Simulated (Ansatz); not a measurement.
## CH6ClFSi2, SMILES C[SiH](F)[SiH2]Cl: a single point in a Gaussian basis

Program: the Ansatz DFT code, driven from Python.

Script `ch6clfsi2.py`:
```python
from dataclasses import dataclass
from pathlib import Path
import warnings

import ansatz as az


@dataclass
class Options:
    basis_set: str = "def2-TZVP"
    xc: str = "pbe0"


cfg = Options()


def main() -> None:
    warnings.simplefilter("ignore", az.DeckWarning)

    geometry_ang = [
        ("C", [-1.0157, -0.3276, 1.3004]),
        ("Si", [0.5402, -0.5045, 0.4096]),
        ("F", [1.7076, 0.0715, 1.4023]),
        ("Si", [0.536, 0.5524, -1.5939]),
        ("Cl", [-0.0208, 2.5614, -1.3586]),
        ("H", [-1.844, -0.7172, 0.6859]),
        ("H", [-1.2701, 0.735, 1.4973]),
        ("H", [-1.0299, -0.8684, 2.2529]),
        ("H", [0.8289, -1.9583, 0.2291]),
        ("H", [1.8355, 0.572, -2.2957]),
        ("H", [-0.4424, -0.0892, -2.5212]),
    ]
    molecule = az.Crystal.molecule()
    for symbol, xyz in geometry_ang:
        molecule = molecule.atom(symbol, xyz)

    base = molecule.calculation().basis(gaussian=cfg.basis_set).functional(cfg.xc).orbitals()
    done = base.run(threads=1, pin="off", runs_dir="ch6clfsi2_runs")
    r = done.report

    print("reference energy %16.6f eV" % r["reference_energy_ev"])
    print("total energy     %16.6f eV" % r["free_energy_ev"])
    print("occupied orbitals outside the frozen core (up, down):", r["n_occupied"], " frozen:", r["n_frozen"], " virtual:", r["n_virtual"])

    lines = Path(r["orbitals_path"]).read_text().splitlines()
    field_of = lambda key: [line.split("=")[1].strip() for line in lines if line.startswith(key)]
    orbitals = [(27.211386 * float(e), s, float(n)) for e, s, n in zip(field_of("Ene="), field_of("Spin="), field_of("Occup="))]
    homo = max(e for e, _, n in orbitals if n > 0.5)
    lumo = min(e for e, _, n in orbitals if n < 0.5)
    for e, spin, n in sorted(orbitals):
        if homo - 6 < e < lumo + 5:
            print(f"{spin:6s} {e:10.3f} eV  occupation {n:.0f}")


if __name__ == "__main__":
    main()
```

`python ch6clfsi2.py` gives:
```text
reference energy    -32120.648133 eV
total energy        -32120.648133 eV
occupied orbitals outside the frozen core (up, down): [33, 33]  frozen: 0  virtual: [176, 176]
Alpha     -12.721 eV  occupation 2
Alpha     -12.472 eV  occupation 2
Alpha     -12.240 eV  occupation 2
Alpha     -11.733 eV  occupation 2
Alpha     -11.399 eV  occupation 2
Alpha     -11.023 eV  occupation 2
Alpha     -10.754 eV  occupation 2
Alpha      -9.850 eV  occupation 2
Alpha      -9.510 eV  occupation 2
Alpha      -9.001 eV  occupation 2
Alpha      -8.310 eV  occupation 2
Alpha      -0.967 eV  occupation 0
Alpha      -0.579 eV  occupation 0
Alpha       1.051 eV  occupation 0
Alpha       1.089 eV  occupation 0
Alpha       1.620 eV  occupation 0
Alpha       1.750 eV  occupation 0
Alpha       2.176 eV  occupation 0
Alpha       2.672 eV  occupation 0
Alpha       2.984 eV  occupation 0
Alpha       3.046 eV  occupation 0
```

Total energies depend on the basis set; only differences at equal settings carry meaning. The geometry is a force-field or estimated start, not a minimum of this method, and the basis set is short of its limit. Alpha marks a spatial orbital of a restricted run, filled by both spins. Levels such as HOMO and LUMO are orbital energies: with these approximate functionals they aren't the ionisation energy and electron affinity, and their gap isn't the fundamental gap. Finished in 12 s on 1 thread of Arm Neoverse V1, on a shared host, peak memory 0.6 GiB.
